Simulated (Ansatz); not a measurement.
# CdCl2, SMILES [Cl][Cd][Cl]: vertical spin-state energies

With Ansatz 0.2.0 through its Python package.

The script reads `cdcl2.xyz`:
```text
3

Cl    1.78220    1.02050    1.07760
Cd   -0.48370    0.58560   -0.19820
Cl   -1.30940   -1.67090   -0.89260
```

Notebook, run cell by cell (the value of a cell's last expression is shown):

In [1]:
```python
from dataclasses import dataclass

import ansatz as az
```

In [2]:
```python
@dataclass(frozen=True)
class RunConfig:
    basis: str = "def2-SVPD"
    functional: str = "HF"


settings = RunConfig()
```

In [3]:
```python
cdcl2 = az.Crystal.molecule_from_extxyz("cdcl2.xyz")
```

In [4]:
```python
base = (
    cdcl2.calculation()
    .basis(gaussian=settings.basis)
    .functional(settings.functional)
    .scf(lower_state_search="standard")
)
found = {}
for unpaired in [0, 2, 4]:
    data = base.spin("collinear", total=unpaired).run(threads=1, pin="off").report
    s = unpaired / 2
    found[unpaired] = data["free_energy_ev"]
    print(f"2S+1 = {unpaired + 1}: E = {found[unpaired]:.5f} eV, <S^2> = {abs(data['mean_field']['state']['spin_squared']):.3f} (pure state {s * (s + 1):.2f})")
lowest = min(found, key=found.get)
for unpaired, e in found.items():
    print(f"multiplicity {unpaired + 1}: {(e - found[lowest]):.3f} eV above the lowest")
```
```text
2S+1 = 1: E = -29541.43094 eV, <S^2> = 0.000 (pure state 0.00)
2S+1 = 3: E = -29539.09421 eV, <S^2> = 2.012 (pure state 2.00)
2S+1 = 5: E = -29534.37102 eV, <S^2> = 6.018 (pure state 6.00)
multiplicity 1: 0.000 eV above the lowest
multiplicity 3: 2.337 eV above the lowest
multiplicity 5: 7.060 eV above the lowest
```

In order: multiplicity 1 (+0.00 eV), multiplicity 3 (+2.34 eV) and multiplicity 5 (+7.06 eV), all at the one geometry.

These settings explore the input space; basis and method may be short of convergence. The geometry is a force-field or estimated start, not a minimum of this method, and the basis set is short of its limit. All parts are taken at fixed geometry, without zero-point energy. def2 sets replace the cores of elements past krypton by effective core potentials. Hartree-Fock leaves correlation out, so it favours high-spin states too much. Spin-orbit coupling, which mixes and shifts the spin states of heavy atoms, is left out. The whole script took 21 s on 1 thread of Intel(R) Xeon(R) 6975P-C (Granite Rapids), on a shared host, peak memory 0.32 GiB.

(Lines on the test bed's own set-up are left out of the output.)
